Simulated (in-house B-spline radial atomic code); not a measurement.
# Pt⁺: ionisation energy by several methods

An exercise on one series of results from a longer session: the logs are not shown, and one member is left open.

Program: in-house B-spline radial atomic code version 1. Level of theory: non-relativistic, several functionals, spin-polarised, exact exchange averaged over the configuration; spherical all-electron atom at the radial basis limit. These are calculated values, not measurements, unless marked.

## Starting point

```
element       : platinum (Z = 78)
charge        : +1
electrons     : 77
configuration : [Xe] 4f14 5d9
nucleus       : point
```

Outer shells as boxes (Hund's rule):

[Xe] 4f14 5d9
```
[Xe] core
4f [↑↓][↑↓][↑↓][↑↓][↑↓][↑↓][↑↓]
5d [↑↓][↑↓][↑↓][↑↓][↑ ]
```

Where spins are not typed, each open shell is filled with up spins first.

The first run:

The run's settings:

```ini
Z = 78
electrons = 77.0
configuration = [Xe] 4f14 5d9
hamiltonian = nr
method = r2scan0
spin_polarised = True
exact_exchange = averaged over the configuration
```

The run is started by

```sh
$ python run_scf.py task.json out
```

task.json lists these runs, among others, and the program works through them in turn.

Steps of the session up to this table: r2SCAN0; PBE0; ωB97X; M06-2X; B97-1; HSE06.

One table of the session follows, with a row left open; its other results are not shown here.

| method | ΔSCF (eV) |
| --- | --- |
| r2SCAN0 | 19.923 |
| PBE0 | ? |
| M06-2X | 19.870 |
| B97-1 | 19.903 |
| ωB97X | 19.715 |
| HSE06 | 19.882 |

Estimate the missing values for PBE0.

As computed: ΔSCF (eV): 19.890. In the column «ΔSCF (eV)» it lies between HSE06 (19.882) and B97-1 (19.903).

To keep in mind: These runs leave out relativity, which matters at this nuclear charge.
